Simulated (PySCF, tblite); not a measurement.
**C5H8NPSi: geometry, infrared bands and NMR shifts**

Wanted: the infrared bands and NMR shifts of C5H8NPSi (`C[Si@@H](P)C#CCC#N`), by calculation.

The runs use tblite 0.8.0 and PySCF 2.14.0, with density-fitted response routines of our own; the level of theory stands in each step. All values are computed, except where a source is named. Atoms are numbered from 0 throughout.

## 1. Starting geometry

16 atoms, charge 0, multiplicity 1; geometry from: force field or distance geometry start.

Bonds of the start (Å): C0–Si1 1.86, Si1–P2 2.18, Si1–C3 1.83, C3–C4 1.22, C4–C5 1.47, C5–C6 1.47, C6–N7 1.18, C0–H8 1.11, C0–H9 1.12, C0–H10 1.12, Si1–H11 1.49, P2–H12 1.44, P2–H13 1.47, C5–H14 1.11, C5–H15 1.10.

## 2. Relaxing the molecule with GFN2-xTB

What the job is given:

```
{"job": {"kind": "relax", "xc": "GFN2-xTB", "basis": "xTB"}, "charge": 0, "multiplicity": 1}
C     -1.947400     1.658800     0.613500
Si    -1.386100    -0.104400     0.455100
P     -2.588800    -1.307400    -0.909600
C      0.361100    -0.167700    -0.086000
C      1.528800    -0.232500    -0.416900
C      2.930700    -0.279400    -0.847100
C      3.849800    -0.084100     0.282100
N      4.581900     0.072700     1.200200
H     -1.049500     2.306900     0.676400
H     -2.533400     1.735800     1.560500
H     -2.584200     1.957000    -0.254200
H     -1.549000    -0.714500     1.807600
H     -1.995800    -2.617300    -1.004300
H     -3.897900    -1.504600    -0.276700
H      3.121200     0.565700    -1.542200
H      3.151000    -1.276000    -1.269800
```

Started as:

```sh
$ OMP_NUM_THREADS=1 python probes_run.py task.json out
```

One launch serves the whole session: the jobs run in the order shown.

**Question.** This job is followed by: GFN2-xTB harmonic vibrations, gas phase; GIAO PBE0/pcSseg-1 NMR shielding, non-relativistic, gas phase. What will the session give for the following? strongest single infrared mode (GFN2-xTB); zero-point energy (GFN2-xTB); ¹³C shifts against TMS (PBE0/pcSseg-1); ¹H shifts against TMS (PBE0/pcSseg-1, means over atoms taken as alike); ²⁹Si shifts against TMS (PBE0/pcSseg-1); ³¹P shifts against H3PO4 (PBE0/pcSseg-1); ¹⁵N shifts against NH3 (PBE0/pcSseg-1); surface potential, 1st and 99th percentile.

The runs gave:

| quantity | value |
| --- | --- |
| strongest single infrared mode (GFN2-xTB) | 2158 cm⁻¹, 266 km/mol |
| zero-point energy (GFN2-xTB) | 67.5 kcal/mol |
| ¹³C shifts against TMS (PBE0/pcSseg-1) | 118.0, 105.0, 92.1, 10.3, -1.0 ppm |
| ¹H shifts against TMS (PBE0/pcSseg-1, means over atoms taken as alike) | 5.23, 3.33, 3.30, 1.13, 0.42 ppm |
| ²⁹Si shifts against TMS (PBE0/pcSseg-1) | -44.7 ppm |
| ³¹P shifts against H3PO4 (PBE0/pcSseg-1) | -292.7 ppm |
| ¹⁵N shifts against NH3 (PBE0/pcSseg-1) | 302.4 ppm |
| surface potential, 1st and 99th percentile | -1.70 V and 1.58 V |

**Reading.** The optimisation took 110 steps and gained 0.776 eV; among the close pairs (by a distance rule), P2–H13 changed most, from 1.467 to 1.384 Å. The lowest mode is slightly imaginary (4i cm⁻¹), a soft motion within the noise of the Hessian, so the minimum is not strictly shown. The strongest single mode, at 2158 cm⁻¹, moves mainly H11. GFN2-xTB is a fitted tight-binding method: band positions and strengths are rough. Its intensities can rank the bands wrongly. The most deshielded carbon is C6 (nitrile carbon), at 118.0 ppm: C≡N carbons fall here, among the sp2 signals but without a proton. At PBE0/pcSseg-1: The largest span, 505 ppm, is at N7, where the paramagnetic term is -374 ppm. At PBE0/pcSseg-1, counted by nearest atom on the grid, the HOMO lies on P2 58 %; Si1 10 %, the LUMO on C3, C4 about 22 % each; Si1 11 %.
